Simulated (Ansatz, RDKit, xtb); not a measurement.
**C5H5NO: ranking a sample of isomers**

Which of a sample of isomers of C5H5NO is the most stable in the gas at 298.15 K, and what are its properties? The sample is small against all isomers, and the most stable one of this formula need not be in it.

Plan: many cheap relaxations first (GFN2-xTB), then density-functional screening, relaxation at PBE-D3(BJ)/def2-SVP, vibrations (at GFN2-xTB) and a final energy. The numbers are computed, not measured.

## Step 1: Possible bonding patterns

Isomers were taken from a list of plausible structures; this is a sample, not all of them. That gives 6 candidates.

| label | SMILES | spin |
| --- | --- | --- |
| c364 | N/C=C1/C=CC1=O | singlet |
| c372 | N=CC1=CCC1=O | singlet |
| c404 | N=CC1=C(O)C=C1 | singlet |
| c421 | N/C=C1\C=CC1=O | singlet |
| c545 | N=CC1=CC=C1O | singlet |
| c649 | N=C[C@@H]1C=CC1=O | singlet |

Candidates are built by distance geometry, with a force field where one applies, in up to four conformers (letters a to d).

Q: Predict the outcome of this search (final energies at CCSD(T)/def2-SVP + MP2/def2-TZVPP - MP2/def2-SVP).

| quantity | value |
| --- | --- |
| lowest structure found | N=CC1=CCC1=O, singlet |
| next finalist | N/C=C1/C=CC1=O, singlet, 2.8 kcal/mol higher in G |
| share at equilibrium, among the finalists | 98.9 % |

`N=CC1=CCC1=O` comes out lowest. The margin, 2.8 kcal/mol, is modest. HF/STO-3G, HF/def2-SVP and MP2/def2-SVP already put its bonding pattern lowest among the structures in one piece; GFN2-xTB, r2SCAN-D4/def2-SVP and PBE-D3(BJ)/def2-SVP favour the singlet N/C=C1/C=CC1=O. Lowest found is not proven lowest: the search is finite, and each finalist counts with one conformer. Only 6 drawn patterns were tried, so whole families of isomers are missing, and the result ranks this sample alone. The lowest isomer need not be the one that is made and kept in a bottle, which depends on barriers.
